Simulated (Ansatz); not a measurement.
# The Zr-Ti system: small convex hull, by script

Aim: a small convex hull, for the Zr-Ti system, run from a script.

Computed with Ansatz 0.2.0 through its Python package. Level of theory: DFT PBEsol, plane waves, PAW.

### 1 The system

ZrTi2 P6/mmm: Symmetry: P6/mmm, No. 191, hexagonal system. The conventional cell has a = 4.724 Å, b = 4.724 Å, c = 3.003 Å, α = 90.00°, β = 90.00°, γ = 120.00°. Zr (site symmetry 6/mmm) has 2 Zr at 3.00 Å and 12 Ti at 3.11 Å as nearest neighbours. Ti (site symmetry -6m2) has 5 Ti at 2.73 to 3.00 Å and 6 Zr at 3.11 Å as nearest neighbours.

ZrTi P4/mmm: The structure is tetragonal, space group P4/mmm (No. 123). Conventional cell: a = 3.112 Å, b = 3.112 Å, c = 4.198 Å, α = 90.00°, β = 90.00°, γ = 90.00°. Around Zr (site symmetry 4/mmm) lie 8 Ti at 3.04 Å and 4 Zr at 3.11 Å. Ti (site symmetry 4/mmm) has 8 Zr at 3.04 Å and 4 Ti at 3.11 Å as nearest neighbours.

Zr P6_3/mmc: Symmetry: P6_3/mmc, No. 194, hexagonal system. The conventional cell has a = 3.232 Å, b = 3.232 Å, c = 5.147 Å, α = 90.00°, β = 90.00°, γ = 120.00°. Zr (site symmetry -6m2) has 12 Zr at 3.18 to 3.23 Å as nearest neighbours.

Ti P6_3/mmc: It takes space group P6_3/mmc (No. 194, hexagonal). Conventional cell: a = 2.950 Å, b = 2.950 Å, c = 4.680 Å, α = 90.00°, β = 90.00°, γ = 120.00°. Around Ti (site symmetry -6m2) lie 12 Ti at 2.89 to 2.95 Å.

The script holds or builds the structure itself.

### 2 Script

zrti2_hull.py reads:

```python
"""Stability of Zr-Ti compounds against each other, after relaxing atoms and volume at fixed cell shape."""

from collections import Counter
import csv

import ansatz
from ase import Atoms
import matplotlib.pyplot as plt
import numpy as np

params = {
    "xc": "pbesol",
    "cutoff": 460,
    "k_spacing": 0.3,
    "smearing": "cold",
    "smearing_width": 0.05,
}


def solve(name, crystal):
    calc = (
        crystal.calculation()
        .functional(params["xc"])
        .basis(params["cutoff"])
        .kpoints(spacing=params["k_spacing"])
        .occupations(params["smearing"], width=params["smearing_width"])
    )
    calc = calc.relax(force_tolerance=0.01, fix_cell=["shape"])
    return calc.run()


def counts(outcome):
    return Counter(site.symbol for site in outcome.lattice.sites)

def formation_energy(outcome, mu):
    n = counts(outcome)
    return (outcome.report["energy_sigma0_ev"] - sum(k * mu[element] for element, k in n.items())) / sum(n.values())

phases = {}
zrti2_p6_mmm = (
    ansatz.Lattice.from_parameters(4.724414, 4.724414, 3.003445, alpha=90, beta=90, gamma=120)
    .space_group(191)
    .atom("Zr", (0.0, 0.0, 0.0))
    .atom("Ti", (2 / 3, 1 / 3, 0.5))
)
phases["ZrTi2 P6/mmm"] = zrti2_p6_mmm
zrti_p4_mmm = (
    ansatz.Lattice.of((3.111935, 0.0, 0.0), (0.0, 3.111935, 0.0), (0.0, 0.0, 4.197765))
    .atom("Zr", (0.5, 0.5, 0.5))
    .atom("Ti", (0.0, 0.0, 0.0))
)
phases["ZrTi P4/mmm"] = zrti_p4_mmm
atoms = Atoms(
    ["Zr", "Zr"],
    scaled_positions=[
        (1 / 3, 2 / 3, 0.25),
        (2 / 3, 1 / 3, 0.75),
    ],
    cell=[
        (3.232, 0.0, 0.0),
        (-1.616, 2.798994, 0.0),
        (0.0, 0.0, 5.147),
    ],
    pbc=True,
)
zr = ansatz.Crystal.from_ase(atoms)
phases["Zr"] = zr
ti = (
    ansatz.Lattice.from_parameters(2.95, 2.95, 4.68, alpha=90.0, beta=90.0, gamma=120.0)
    .atom("Ti", (1 / 3, 2 / 3, 0.25))
    .atom("Ti", (2 / 3, 1 / 3, 0.75))
)
phases["Ti"] = ti

done = {name: solve(name, crystal) for name, crystal in phases.items()}

# energy of one atom in its reference phase
references = {"Zr": "Zr", "Ti": "Ti"}
mu = {element: done[name].report["energy_sigma0_ev"] / len(done[name].lattice.sites) for element, name in references.items()}
points = sorted((counts(o)["Ti"] / len(o.lattice.sites), formation_energy(o, mu), name) for name, o in done.items())

# walk in x and drop points that lie above the chord
hull = []
for x, e, _ in points:
    while len(hull) > 1 and (hull[-1][0] - hull[-2][0]) * (e - hull[-2][1]) - (hull[-1][1] - hull[-2][1]) * (x - hull[-2][0]) <= 0:
        hull.pop()
    hull.append((x, e))
rows = [(name, x, e, e - np.interp(x, *zip(*hull))) for x, e, name in points]
with open("hull.csv", "w", newline="") as handle:
    writer = csv.writer(handle)
    writer.writerow(["phase", "x(Ti)", "E_form (eV/atom)", "above hull (eV/atom)"])
    writer.writerows([round(v, 4) if isinstance(v, float) else v for v in row] for row in rows)
print(open("hull.csv").read())
print("on the hull of these phases:", ", ".join(row[0] for row in rows if row[3] < 1e-6))
stable = [row for row in rows if row[3] < 1e-6]
plt.figure(figsize=(4.5, 3.2))
plt.plot([row[1] for row in stable], [row[2] for row in stable], "k-o")
plt.plot([row[1] for row in rows], [row[2] for row in rows], "r.")
plt.xlabel("fraction of Ti")
plt.ylabel("formation energy (eV/atom)")
plt.tight_layout()
plt.savefig("hull.png", dpi=100)
```

### 3 What the engine is handed

The package turns the script's settings into the engine's input (first run):

```yaml
crystal:
  lattice:
    a: 4.724414
    b: 4.724414
    c: 3.003445
    alpha: 90.0
    beta: 90.0
    gamma: 120.0
  space_group: 191
  atoms:
    - { symbol: Zr, position: [0.0, 0.0, 0.0] }
    - { symbol: Ti, position: [0.6666666666666666, 0.3333333333333333, 0.5] }
basis:
  ecutwfc: 460.0
kpoints:
  mp_grid:
    kspacing: 0.3
hamiltonian:
  xc: pbesol
scf:
  occupations:
    method: cold
    width: 0.05
relax:
  f_tol: 0.01
  cell:
    fix: [shape]
```

### 4 Running it

On the command line:

```
python zrti2_hull.py
```

The program printed:

```text
phase,x(Ti),E_form (eV/atom),above hull (eV/atom)
Zr,0.0,0.0,0.0
ZrTi P4/mmm,0.5,0.0836,0.0836
ZrTi2 P6/mmm,0.6667,0.0336,0.0336
Ti,1.0,0.0,0.0

on the hull of these phases: Zr, Ti
```

It took 26 s on 1 thread of Arm Neoverse V2, shared host; peak memory 0.48 GiB.

Lines on the test bed's own set-up are left out of the output.

### 5 What each run gave

One row for each of the 4 runs:

| run | system | space group at the end | energy (eV/atom) | from the elements (meV/atom) | final volume (Å³/atom) | pressure (GPa) | SCF cycles in all | CPU time (s) |
| --- | --- | --- | --- | --- | --- | --- | --- | --- |
| 1 | ZrTi2 (3 atoms) | P6/mmm | -3025.4429 | 33.6 | 18.63 | 0.00 | 27 | 9.6 |
| 2 | ZrTi (2 atoms) | P4/mmm | -3301.1822 | 83.6 | 19.47 | 0.00 | 27 | 5.1 |
| 3 | Zr (2 atoms) | P6_3/mmc | -4128.6334 | 0.0 | 22.51 | 0.01 | 21 | 4.5 |
| 4 | Ti (2 atoms) | P6_3/mmc | -2473.8980 | 0.0 | 16.70 | 0.04 | 24 | 4.8 |

Energies are extrapolated to zero smearing width, as in the script. Totals carry meaning only in balanced differences at one level of theory.

### 6 How the relaxation of run 1 went

Step by step:

```
step  E - E(step 1) (eV/cell)  largest force component (eV/Å)  pressure (GPa)  volume (Å³)
   1                   0.0000                          0.0000           -3.91        58.06
   2                   0.0090                          0.0000            5.13        53.51
   3                  -0.0274                          0.0000           -0.23        56.00
   4                  -0.0275                          0.0000            0.00        55.88
   5                  -0.0273                          0.0000            0.00        55.88
```

Step 1 is the start. Step 5 repeats the geometry before it on a plane-wave basis chosen anew for that cell, so its energy need not be comparable with the rows above. Step 2 was tried and not accepted.

|  | before | after | change |
| --- | --- | --- | --- |
| a (Å) | 4.724 | 4.665 | -1.3 % |
| b (Å) | 4.724 | 4.665 | -1.3 % |
| c (Å) | 3.003 | 2.966 | -1.3 % |
| volume (Å³/atom) | 19.35 | 18.63 | -3.7 % |
| shortest distance (Å) | 2.728 | 2.693 | -1.3 % |
| space group (0.01 Å) | P6/mmm | P6/mmm | same |

Forces and stress were held to the start's 24 operations: a distortion of lower symmetry was not tested.

### 7 Path of the relaxation of run 3

Step by step:

| step | E - E(step 1) (eV/cell) | largest force component (eV/Å) | pressure (GPa) | volume (Å³) |
| --- | --- | --- | --- | --- |
| 1 | 0.0000 | 0.0000 | -3.24 | 46.56 |
| 2 | 0.0082 | 0.0000 | 4.44 | 43.22 |
| 3 | -0.0160 | 0.0000 | -0.15 | 45.09 |
| 4 | -0.0160 | 0.0000 | 0.01 | 45.02 |
| 5 | -0.0160 | 0.0000 | 0.01 | 45.02 |

Step 1 is the start. Step 5 repeats the geometry before it on a plane-wave basis chosen anew for that cell, so its energy need not be comparable with the rows above. Step 2 was tried and not accepted.

|  | before | after | change |
| --- | --- | --- | --- |
| a (Å) | 3.232 | 3.196 | -1.1 % |
| b (Å) | 3.232 | 3.196 | -1.1 % |
| c (Å) | 5.147 | 5.090 | -1.1 % |
| volume (Å³/atom) | 23.28 | 22.51 | -3.3 % |
| shortest distance (Å) | 3.179 | 3.143 | -1.1 % |
| space group (0.01 Å) | P6_3/mmc | P6_3/mmc | same |

Forces and stress were held to the start's 24 operations: a distortion of lower symmetry was not tested.

### 8 Summary of results

```
                                 quantity        value
              on the hull of these phases       Zr, Ti
                            runs compared            4
energy of ZrTi2 (run 1) from the elements  34 meV/atom
 energy of ZrTi (run 2) from the elements  84 meV/atom
```

**Reading.** Among these few phases the hull runs through Zr, Ti; other phases, not tried, may lie lower. No cell tried lies below the elements: the best, ZrTi2, is 34 meV/atom above them. Temperature and entropy of mixing are left out. In run 1, over 2 moves the cell shrank by 3.7 % in volume, and the space group stayed P6/mmm. In run 3, over 2 moves the cell shrank by 3.3 % in volume, and the space group stayed P6_3/mmc. For the metals among these cells the mesh is coarse, so their volumes and pressures are rough. Atoms and volume are relaxed with the cell's shape held, which in cells of lower than cubic symmetry can hide stresses and shift volumes. Differences under about 40 meV an atom lie within the error of mesh and functional, so such verdicts may flip; only the cells listed enter the hull. Whether this is the phase that is stable at ambient conditions was not tested.
